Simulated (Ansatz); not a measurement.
# CH7AsOSi: small, medium and large basis sets

One table from this session's results is given with a row withheld; the runs are named, their logs left out.

Program: Ansatz 0.2.0, Gaussian basis. Level of theory: one geometry, several basis sets. These are calculated values, not measurements.

Plan: PBE0-D4/def2-SVP; ωB97M-V/def2-SVP; PBE0-D4/def2-QZVPP; ωB97M-V/def2-QZVPP; the functionals' def2-TZVPP values are taken from earlier runs.

### Structure used throughout

The geometry comes from an earlier relaxation with PBE0-D4 in a triple-zeta def2 set; it is a stationary point, not always the lowest conformer.

SMILES `OC[SiH2][AsH2]`, 11 atoms, charge 0, spin multiplicity 1.

Atoms are counted from 1 here; the program's logs count them from 0.

Bond lengths: O1–C2 1.417 Å, O1–H5 0.960 Å, C2–Si3 1.891 Å, C2–H6 1.099 Å, C2–H7 1.100 Å, Si3–As4 2.361 Å, Si3–H8 1.487 Å, Si3–H9 1.490 Å, As4–H10 1.524 Å, As4–H11 1.522 Å. Angles: C2–O1–H5 108.8°, O1–C2–Si3 108.7°, O1–C2–H6 112.0°, O1–C2–H7 111.8°, Si3–C2–H6 108.7°, Si3–C2–H7 108.4°, H6–C2–H7 107.2°, C2–Si3–As4 113.9°, C2–Si3–H8 109.8°, C2–Si3–H9 107.8°, As4–Si3–H8 108.2°, As4–Si3–H9 108.5°, H8–Si3–H9 108.7°, Si3–As4–H10 91.7°, Si3–As4–H11 91.3°, H10–As4–H11 92.3°.

Geometry (Å):

```
O    -1.0655    0.9982   -0.9839
C    -0.2660    1.1052    0.1807
Si   -0.0449   -0.6189    0.9258
As    0.9563   -2.1726   -0.5429
H    -1.1742    1.8720   -1.3667
H     0.7263    1.5242   -0.0388
H    -0.7322    1.7533    0.9377
H    -1.3658   -1.1601    1.3432
H     0.8185   -0.4857    2.1323
H     2.0940   -1.2094   -0.8602
H     0.1189   -1.6632   -1.7066
```

The first run:

in.yaml

```yaml
crystal:
  periodic: [false, false, false]
  atoms:
    - {symbol: O, position_ang: [-1.065470, 0.998232, -0.983949]}
    - {symbol: C, position_ang: [-0.266035, 1.105198, 0.180673]}
    - {symbol: Si, position_ang: [-0.044912, -0.618937, 0.925795]}
    - {symbol: As, position_ang: [0.956335, -2.172575, -0.542863]}
    - {symbol: H, position_ang: [-1.174197, 1.871983, -1.366685]}
    - {symbol: H, position_ang: [0.726312, 1.524169, -0.038751]}
    - {symbol: H, position_ang: [-0.732196, 1.753262, 0.937727]}
    - {symbol: H, position_ang: [-1.365790, -1.160142, 1.343172]}
    - {symbol: H, position_ang: [0.818517, -0.485651, 2.132307]}
    - {symbol: H, position_ang: [2.093973, -1.209444, -0.860206]}
    - {symbol: H, position_ang: [0.118865, -1.663197, -1.706619]}
basis:
  gaussian: {orbitals: def2-SVP}
hamiltonian: {xc: pbe0, dispersion: d4}
output: {orbitals: {seedname: orbitals}}
```

Launch:

```console
$ ansatz run in.yaml --threads 4 --pin off --events-out ev --progress --plain --max-ram 10444MiB
```

Steps of the session up to this table: PBE0-D4 in def2-SVP; ωB97M-V in def2-SVP; PBE0-D4 in def2-QZVPP; ωB97M-V in def2-QZVPP.

One of the session's tables, all rows but one given; the rest of the session is left out.

It belongs to the step «Functionals by basis». 

| functional | basis | HOMO (eV) | LUMO (eV) |
| --- | --- | --- | --- |
| PBE0-D4 | def2-SVP | -7.24 | 0.79 |
| PBE0-D4 | def2-TZVPP | ? | ? |
| PBE0-D4 | def2-QZVPP | -7.31 | 0.14 |
| ωB97M-V | def2-SVP | -9.30 | 2.67 |
| ωB97M-V | def2-TZVPP | -9.35 | 2.03 |
| ωB97M-V | def2-QZVPP | -9.38 | 1.43 |

Estimate the missing values for PBE0-D4, def2-TZVPP.

As computed: HOMO (eV): -7.27; LUMO (eV): 0.44. In the column «HOMO (eV)» it lies between PBE0-D4, def2-QZVPP (-7.31) and PBE0-D4, def2-SVP (-7.24).
